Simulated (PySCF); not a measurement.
**KSb: bond curves at several levels of theory**

One job finds the state of KSb, follows it along the bond with each method and fits the curves.

Program: PySCF 2.14.0. Level of theory: K def2-SVP, Sb def2-SVP with ECP28, scalar-relativistic core potentials. These are calculated values, not measurements.

## (1) Set-up

A driver script around PySCF takes these settings:

```
atoms                         : K, Sb
charge                        : 0
basis                         : K def2-SVP, Sb def2-SVP with ECP28
Hamiltonian                   : scalar-relativistic core potentials
basis functions               : 50
electrons treated             : 42
masses in u                   : 38.9637, 120.9038
levels                        : PBE0, PBE, r²SCAN, revPBE, LDA, M06-L, HF, MP2, SCS-MP2, CCSD, CCSD(T)
grid                          : 80 radial by 434 angular points
occupations                   : held fixed by the projection of orbital angular momentum
dissociation limit            : K + Sb, each in its ground configuration
starting distance in angstrom : 3.310
values of 2S to try           : 0, 2, 4
```

On the command line:

```console
OMP_NUM_THREADS=1 python dia.py task.json out
```

Further steps of the session: PBE0 along the bond; Excited determinants; PBE (GGA); r²SCAN (meta-GGA); revPBE (GGA); LDA (local density); M06-L (meta-GGA); UHF (mean field); Adding correlation.

Q: Predict the outcome of this session. Wanted: for each run, Re; ωe; De; μ.

**Answer**, as computed:

Lowest PBE0 solution found, without spin–orbit coupling: ³Σ⁻ (triplet), unpaired electrons π ↑↑. State 2 has its PBE0 minimum 0.31 eV higher, as a spin-mixed determinant (⟨S²⟩ = 1.01), so this is no gap between pure states. State 3 has its PBE0 minimum 0.54 eV higher. State 4 has its PBE0 minimum 0.84 eV higher, as a spin-mixed determinant (⟨S²⟩ = 1.01), so this is no gap between pure states. The other levels ran on the lowest alone.

```
      level  Re (Å)  ωe (cm⁻¹)  De (eV)   μ (D)
        UHF   3.447      128.7    0.230  -10.71
   UHF-CCSD   3.428      130.6     0.68     n/a
UHF-CCSD(T)   3.430      131.6     0.72     n/a
        LDA   3.272      146.8     1.48   -7.90
        PBE   3.360      135.3     1.20   -7.99
     revPBE   3.398      130.3     1.10   -8.18
     r²SCAN   3.368      138.4     1.17   -9.36
      M06-L   3.383      142.5     1.60  -10.70
       PBE0   3.341      141.3     1.13   -9.16
```

De is counted to K + Sb in their ground configurations. A positive dipole means K(−)Sb(+). No constants: UHF-MP2 (fits of two degrees disagree); UHF-SCS-MP2 (the points don't follow one smooth fit).

What this shows: Bond lengths run from 3.272 Å (LDA) to 3.447 Å (UHF). CCSD(T) can't serve as the judge here: for a weak bond in this basis it is far from its limit. Of the levels with a De here, UHF gives the least (0.230 eV) and M06-L the most (1.60 eV).

Correlated steps freeze 9 core orbitals. Spin–orbit coupling is left out, which matters for elements this heavy, above all for dissociation energies. With spin–orbit coupling the term label itself may not hold.
